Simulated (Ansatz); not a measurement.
Write a Python script for Ansatz 0.2.0, Python API that makes a single point in a Gaussian basis of ClF2HSeSi, SMILES F[Si](F)(Cl)[SeH]. Level of theory: Hartree-Fock, cc-pVDZ basis, multiplicity 1.

The script reads `clf2hsesi.xyz`:
```text
6

F     1.74030   -1.30520    0.34250
Si    0.20250   -0.48640    0.14820
F    -0.73080   -0.66030    1.54720
Cl   -0.75980   -1.32170   -1.46130
Se    0.55390    1.72650   -0.27450
H    -0.96410    1.98320   -0.34830
```

`energy_clf2hsesi.py`
```python
"""Single point of ClF2HSeSi."""

from pathlib import Path
import warnings

import ansatz as az
import numpy as np

config = {
    "basis": "cc-pVDZ",
    "functional": "HF",
}


def main() -> None:
    warnings.simplefilter("ignore", az.DeckWarning)

    geometry = az.Crystal.molecule_from_extxyz("clf2hsesi.xyz")

    calculation = (
        geometry.calculation()
        .basis(gaussian=config["basis"])
        .functional(config["functional"])
        .forces()
        .orbitals()
    )
    print(calculation.to_yaml())
    outcome = calculation.run(threads=1, backend="cpu", runs_dir="clf2hsesi_runs")
    r = outcome.report

    for key in ("converged", "free_energy_ev", "reference_energy_ev", "n_frozen", "n_occupied", "n_virtual"):
        print(f"{key:22s} {r[key]}")

    state = r["mean_field"]["state"]
    print(f"mean field: {state['energy']['hartree']:.7f} Ha, <S^2> = {abs(state['spin_squared']):.4f}, stability: {state.get('stability', {}).get('kind')}")

    symbols = [site.symbol for site in geometry.cartesian_sites]
    print("forces (eV/A)")
    for symbol, f in zip(symbols, r["forces_ev_ang"]):
        print(f"  {symbol:2s} {f[0]:9.4f} {f[1]:9.4f} {f[2]:9.4f}")

    charges = r["charge_distribution"]
    print("dipole moment", round(4.803205 * float(np.linalg.norm(charges["dipole_moment_e_ang"])), 3), "D")
    print("Mulliken:", [(s, round(q, 3)) for s, q in zip(symbols, charges["mulliken_charges_e"])])

    lines = Path(r["orbitals_path"]).read_text().splitlines()
    field_of = lambda key: [line.split("=")[1].strip() for line in lines if line.startswith(key)]
    orbitals = [(27.211386 * float(e), s, float(n)) for e, s, n in zip(field_of("Ene="), field_of("Spin="), field_of("Occup="))]
    homo = max(e for e, _, n in orbitals if n > 0.5)
    lumo = min(e for e, _, n in orbitals if n < 0.5)
    for e, spin, n in sorted(orbitals):
        if homo - 10 < e < lumo + 5:
            print(f"{spin:6s} {e:10.3f} eV  occupation {n:.0f}")


if __name__ == "__main__":
    main()
```

Running `python energy_clf2hsesi.py` prints:
```text
crystal:
  periodic: [false, false, false]
  atoms:
    - { symbol: F, position_ang: [1.7403, -1.3052, 0.3425] }
    - { symbol: Si, position_ang: [0.2025, -0.4864, 0.1482] }
    - { symbol: F, position_ang: [-0.7308, -0.6603, 1.5472] }
    - { symbol: Cl, position_ang: [-0.7598, -1.3217, -1.4613] }
    - { symbol: Se, position_ang: [0.5539, 1.7265, -0.2745] }
    - { symbol: H, position_ang: [-0.9641, 1.9832, -0.3483] }
basis:
  gaussian:
    orbitals: cc-pVDZ
hamiltonian:
  xc: hf
output:
  orbitals: {}
  forces: true

converged              True
free_energy_ev         -91100.76059402854
reference_energy_ev    -91100.76059402854
n_frozen               0
n_occupied             [42, 42]
n_virtual              [54, 54]
mean field: -3347.8912015 Ha, <S^2> = 0.0000, stability: minimum
forces (eV/A)
  F    -3.6024    1.8694   -0.2355
  Si    1.7046   -1.1478    1.6567
  F     1.6104   -0.0619   -2.2514
  Cl    0.0904   -0.2063    0.5314
  Se   -1.4217   -0.1415    0.2145
  H     1.6186   -0.3119    0.0843
dipole moment 2.275 D
Mulliken: [('F', -0.454), ('Si', 1.2), ('F', -0.432), ('Cl', -0.233), ('Se', -0.165), ('H', 0.084)]
Alpha     -19.095 eV  occupation 2
Alpha     -18.654 eV  occupation 2
Alpha     -18.552 eV  occupation 2
Alpha     -17.872 eV  occupation 2
Alpha     -17.524 eV  occupation 2
Alpha     -16.400 eV  occupation 2
Alpha     -14.848 eV  occupation 2
Alpha     -14.162 eV  occupation 2
Alpha     -13.792 eV  occupation 2
Alpha     -12.740 eV  occupation 2
Alpha     -10.660 eV  occupation 2
Alpha       2.514 eV  occupation 0
Alpha       2.819 eV  occupation 0
Alpha       4.312 eV  occupation 0
Alpha       4.681 eV  occupation 0
Alpha       5.130 eV  occupation 0
```

Caveats:
- The settings weren't tested for convergence.
- The geometry is a force-field or estimated start, not a minimum of this method, and the basis set is short of its limit.
- Alpha marks a spatial orbital of a restricted run, filled by both spins.
- Levels such as HOMO and LUMO are orbital energies: in Hartree-Fock the gap is too wide and the LUMO hangs on the basis.
- Run time: 4 s on 1 thread of Arm Neoverse V1, with other jobs on the host, peak memory 0.28 GiB.

(A comment or docstring line of the script was reworded after the run, the code is as it ran; lines on the test bed's own set-up are left out of the output.)
